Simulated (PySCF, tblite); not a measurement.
**C7H6O2: geometry, infrared bands and NMR shifts**

Wanted: the infrared bands and NMR shifts of C7H6O2 (`C#C[C@]1(C)C=C1OC=O`), by calculation.

The runs use tblite 0.8.0 and PySCF 2.14.0, with density-fitted response routines of our own; the level of theory stands in each step. All values are computed, except where a source is named. Atoms count from 0, in the outputs and in this text.

### Step 1. Starting geometry

15 atoms, charge 0, multiplicity 1; geometry from: force field or distance geometry start.

Bonds of the start (Å): C0–C1 1.19, C1–C2 1.49, C2–C3 1.50, C2–C4 1.47, C4–C5 1.33, C5–O6 1.40, O6–C7 1.37, C7–O8 1.27, C5–C2 1.48, C0–H9 1.08, C3–H10 1.11, C3–H11 1.12, C3–H12 1.10, C4–H13 1.09, C7–H14 1.08.

### Step 2. Relaxing the molecule with GFN2-xTB

The job: settings as JSON, then the geometry in Å.

```
{"job": {"kind": "relax", "xc": "GFN2-xTB", "basis": "xTB"}, "charge": 0, "multiplicity": 1}
C     -2.596000     1.560300     0.789200
C     -1.785300     0.748300     0.485700
C     -0.751200    -0.254100     0.116100
C     -0.910400    -0.864500    -1.242200
C      0.026800    -0.881800     1.197400
C      0.619200     0.114000     0.542800
O      1.697100     0.979700     0.302300
C      2.935400     0.501900    -0.048800
O      3.210300    -0.732600    -0.196200
H     -3.336500     2.300900     1.068300
H     -0.659600    -1.946700    -1.232900
H     -1.981600    -0.736600    -1.554900
H     -0.308400    -0.332600    -1.992900
H      0.088000    -1.644400     1.976900
H      3.747700     1.196100    -0.232800
```

Command:

```sh
OMP_NUM_THREADS=1 python probes_run.py task.json out
```

The driver reads the jobs from task.json and runs them one after another.

**Question.** This job is followed by: GFN2-xTB harmonic vibrations, gas phase; GIAO PBE0/pcSseg-1 NMR shielding, non-relativistic, gas phase. Predict these results of the whole session: strongest single infrared mode (GFN2-xTB); zero-point energy (GFN2-xTB); ¹³C shifts against TMS (PBE0/pcSseg-1); ¹H shifts against TMS (PBE0/pcSseg-1, means over atoms taken as alike); ¹⁷O shifts against H2O (PBE0/pcSseg-1).

The runs gave:

| quantity | value |
| --- | --- |
| strongest single infrared mode (GFN2-xTB) | 1786 cm⁻¹, 544 km/mol |
| zero-point energy (GFN2-xTB) | 66.0 kcal/mol |
| ¹³C shifts against TMS (PBE0/pcSseg-1) | 162.1, 145.6, 97.8, 93.3, 71.1, 29.2, 23.0 ppm |
| ¹H shifts against TMS (PBE0/pcSseg-1, means over atoms taken as alike) | 8.25, 6.19, 1.61, 1.37 ppm |
| ¹⁷O shifts against H2O (PBE0/pcSseg-1) | 472.0, 235.2 ppm |

**Reading.** Over 128 steps the energy fell by 0.805 eV; of the close pairs, C7–O8 changed most, 1.273 to 1.191 Å. No mode is imaginary among the 39: a minimum at this level. The strongest single mode, at 1786 cm⁻¹, moves mainly C7 and O8. GFN2-xTB is a fitted tight-binding method: band positions and strengths are rough. Its intensities can rank the bands wrongly. At PBE0/pcSseg-1: The widest tensor belongs to O8: span 734 ppm, with a paramagnetic part of -535 ppm.
